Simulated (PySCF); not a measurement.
# C5H7B: the cost of one run

Programs: PySCF 2.14.0, with density-fitted response routines of our own. Each step states its level of theory. These are calculated values for one molecule in the gas phase, unless marked as measured. Atoms are numbered from 0 throughout.

## 1. Starting geometry

13 atoms, charge 0, multiplicity 1; geometry from: GFN2-xTB. The atoms were then displaced at random by about 0.01 Å, so the start is not that level's minimum.

Bonds of the start (Å): B0–C1 1.72, C1–C2 1.43, C2–C3 1.35, C3–C4 1.37, C4–C5 1.42, C5–C1 1.47, B0–H6 1.17, B0–H7 1.16, C1–H8 1.10, C2–H9 1.08, C3–H10 1.10, C4–H11 1.07, C5–H12 1.07.

## 2. Geometry optimisation at PBE0-D3(BJ)/def2-SVP

Job settings and geometry (Å):

```
{"job": {"xc": "PBE0", "basis": "def2-SVP", "d3": "d3bj", "grid": 1, "shake": 0.01, "kind": "geom"}, "charge": 0, "multiplicity": 1}
B      1.449310     0.035710    -0.432070
C      0.443330    -0.233510     0.934190
C     -0.596450    -1.129530     0.544610
C     -1.396190    -0.494850    -0.344140
C     -0.992330     0.796770    -0.546280
C      0.177640     1.027220     0.227800
H      2.536010     0.414330    -0.222530
H      1.206680    -0.533260    -1.416380
H      1.026200    -0.314510     1.857700
H     -0.648500    -2.155230     0.881240
H     -2.276370    -0.957580    -0.825820
H     -1.426360     1.524670    -1.194980
H      0.502850     2.002890     0.526330
```

Started as:

```console
$ OMP_NUM_THREADS=1 python probes_run.py task.json out
```

The driver reads the jobs from task.json and runs them one after another.

Q: Estimate the wall time and peak memory of this first job on 1 thread of Arm Neoverse V1, shared host.

About 49 s, with a peak of 0.51 GiB.
